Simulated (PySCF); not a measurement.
# LuF3(H2O): other functionals and bases at one geometry

How far do other levels of theory move the description of LuF3(H2O), and what does each cost? The species was built from a template and needn't be a known compound.

Method: several levels, as the steps say, no spin–orbit coupling; program: PySCF 2.14.0.

1 further run of the same task is left out (for a known fault of the program).

## (1) The starting structure

7 atoms, charge 0, spin multiplicity 1.

Bond lengths: Lu1–F2 1.985 Å, Lu1–F3 1.979 Å, Lu1–F4 1.985 Å, Lu1–O5 2.329 Å, O5–H6 0.966 Å, O5–H7 0.966 Å. Angles: F2–Lu1–F3 117.6°, F2–Lu1–F4 119.5°, F2–Lu1–O5 93.9°, F3–Lu1–F4 117.6°, F3–Lu1–O5 105.5°, F4–Lu1–O5 93.9°, Lu1–O5–H6 123.8°, Lu1–O5–H7 123.8°, H6–O5–H7 107.4°.

Coordinates:

```tsv
atom	x (Å)	y (Å)	z (Å)
Lu1	0.0335	-0.1211	0.1211
F2	0.9221	1.4153	1.0098
F3	-1.2268	-1.2004	1.2004
F4	0.9221	-1.0098	-1.4153
O5	-1.3017	1.2278	-1.2278
H6	-1.4490	2.1689	-1.0684
H7	-1.4490	1.0684	-2.1689
```

Formal oxidation states: Lu +3. Each metal's 14 4f electrons lie in its core potential, so multiplicities, spins and levels count the valence alone. An earlier session relaxed this geometry at PBE0, Lu lcecp-1-SVP with ECP60, F def2-SVP, O def2-SVP, H def2-SVP (singlet, point group Cs).

At PBE0 on the finer grid: E = -415.579586 Eh, HOMO -9.71 eV, LUMO -1.09 eV, Mulliken charge on Lu1 +1.14 e, largest force component 0.005 eV/Å. 

Levels to run: B3LYP; revPBE; PBE0, TZVP. Hardware: 2 threads of Arm Neoverse V2, shared host.

## (2) B3LYP

The input, run.py (the lines that set the calculation):

```python
mol = gto.M(atom='''
Lu     0.03352    -0.12115     0.12115
F      0.92208     1.41526     1.00983
F     -1.22679    -1.20041     1.20041
F      0.92208    -1.00983    -1.41526
O     -1.30174     1.22776    -1.22776
H     -1.44903     2.16893    -1.06836
H     -1.44903     1.06836    -2.16893''',
    basis={'Lu': 'lcecp-1-SVP', 'F': 'def2-SVP', 'O': 'def2-SVP', 'H': 'def2-SVP'},
    ecp={'Lu': 'lcecp-1-SVP'},
    charge=0, spin=0)
mf = dft.RKS(mol, xc='B3LYP')
mf.grids.atom_grid = (75, 302)  # f atoms: unpruned, at least (60, 302)
mf = mf.density_fit()  # fitting sets: Lu AutoAux, F def2-universal-JKFIT, O def2-universal-JKFIT, H def2-universal-JKFIT
mf.conv_tol = 1e-08; mf.max_cycle = 55
mf.kernel(dm0)  # dm0: the density of the relaxed state
```

Command:

```sh
$ OMP_NUM_THREADS=2 python run.py
```

## (3) revPBE

run.py (the lines that set the calculation): that of step 2 with these lines changed.

```diff
@@ -11,3 +11,3 @@
     charge=0, spin=0)
-mf = dft.RKS(mol, xc='B3LYP')
+mf = dft.RKS(mol, xc='PBE_R,PBE')
 mf.grids.atom_grid = (75, 302)  # f atoms: unpruned, at least (60, 302)
```

## (4) PBE0, TZVP

Basis: Lu lcecp-1-TZVP with ECP60, F def2-TZVP, O def2-TZVP, H def2-TZVP. 

The input, run.py (the lines that set the calculation):

```python
mol = gto.M(atom='''
Lu     0.03352    -0.12115     0.12115
F      0.92208     1.41526     1.00983
F     -1.22679    -1.20041     1.20041
F      0.92208    -1.00983    -1.41526
O     -1.30174     1.22776    -1.22776
H     -1.44903     2.16893    -1.06836
H     -1.44903     1.06836    -2.16893''',
    basis={'Lu': 'lcecp-1-TZVP', 'F': 'def2-TZVP', 'O': 'def2-TZVP', 'H': 'def2-TZVP'},
    ecp={'Lu': 'lcecp-1-TZVP'},
    charge=0, spin=0)
mf = dft.RKS(mol, xc='PBE0')
mf.grids.atom_grid = (75, 302)  # f atoms: unpruned, at least (60, 302)
mf = mf.density_fit()  # fitting sets: Lu AutoAux, F def2-universal-JKFIT, O def2-universal-JKFIT, H def2-universal-JKFIT
mf.conv_tol = 1e-08; mf.max_cycle = 55
mf.kernel(dm0)  # dm0: free metal ions and neutral atoms
```

**Question.** What will these runs give? Wanted: for each run, HOMO; gap; charge on Lu1; dipole; largest force.

As calculated:

| level | state | HOMO (eV) | gap (eV) | charge on Lu1 (e) | dipole (D) | largest force (eV/Å) | basis functions | time |
| --- | --- | --- | --- | --- | --- | --- | --- | --- |
| PBE0 (relaxed here) | singlet | -9.71 | 8.61 | 1.14 | 5.84 | 0.00 | 99 | 13 s |
| B3LYP | singlet | -9.37 | 7.88 | 1.07 | 5.83 | 0.17 | 99 | 4.6 s |
| revPBE | singlet | -7.63 | 5.80 | 0.93 | 5.71 | 0.49 | 99 | 5.2 s |
| PBE0, TZVP | singlet | -9.90 | 8.55 | 1.60 | 5.83 | 0.23 | 183 | 13 s |

Times are on 2 threads of Arm Neoverse V2, shared host; the first row also made further properties.

In one basis the HOMO–LUMO gap runs from 5.80 eV (revPBE) to 8.61 eV (PBE0). The largest leftover force, 0.49 eV/Å with revPBE, stands at a geometry relaxed at another level. The Mulliken charge on Lu spans +0.93 to +1.60 e over the levels. With 4f in the core, its levels are missing from HOMO and gap. Total energies of different levels can't be compared. Spin–orbit coupling is left out throughout.
